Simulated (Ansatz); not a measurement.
Working through a scan of one input key of SrTl₃, space group Pm-3m

Computed with the Python package of Ansatz (0.2.0).

Contents of `srtl3.xyz`:
```text
4
Lattice="4.94418734 0.0 0.0 0.0 4.94418734 0.0 0.0 0.0 4.94418734" Properties=species:S:1:pos:R:3 pbc="T T T"
Sr    0.00000000    0.00000000    0.00000000
Tl    0.00000000    2.47209367    2.47209367
Tl    2.47209367    0.00000000    2.47209367
Tl    2.47209367    2.47209367    0.00000000
```

The cells in order, each with its output:

In [1]:
```python
import warnings

import ansatz
import pandas as pd
```

In [2]:
```python
warnings.simplefilter('ignore', ansatz.DeckWarning)
```

In [3]:
```python
system = ansatz.Crystal.from_extxyz('srtl3.xyz')

setup = (
    system.calculation()
    .functional('lda')
    .kpoints(5)
    .occupations('fermi_dirac', width=50 * ansatz.meV)
    .band_table()
)
typed = setup.input()
rows = []
for value in [0.1, 0.3, 0.6]:
    edited = typed.set(ansatz.key.scf.mixing.beta, value)
    rep = ansatz.Session.from_dict(edited).plan().execute().report
    rows.append((value, rep['free_energy_ev'], rep['n_iterations'], len(rep['eigenvalues_ev'][0]) if 'eigenvalues_ev' in rep else 0))
print(pd.DataFrame(rows, columns=['beta', 'F eV', 'iterations', 'bands listed']).round(4).to_string(index=False))
```
```text
 beta        F eV  iterations  bands listed
  0.1 -36885.3683           8            30
  0.3 -36885.3683           7            30
  0.6 -36885.3683           6            30
```

Caveats:
- Absolute energies stand on the zero of these potentials, so only differences at equal settings mean something. A total without «per atom» is that of the cell as typed.
- For a metal this k-point mesh is coarse: on a finer one energies can move by several to tens of meV an atom and pressures by half a GPa or more, differences at one mesh by less.
- Spin-orbit coupling, which matters for elements this heavy, is left out.
- This cell is a computed structure, which may not be the phase found in nature.
- Timing: 5.5 s on 1 thread of Arm Neoverse V2, on a shared host, peak memory 0.45 GiB.

(Lines on the test bed's own set-up are left out of the output.)
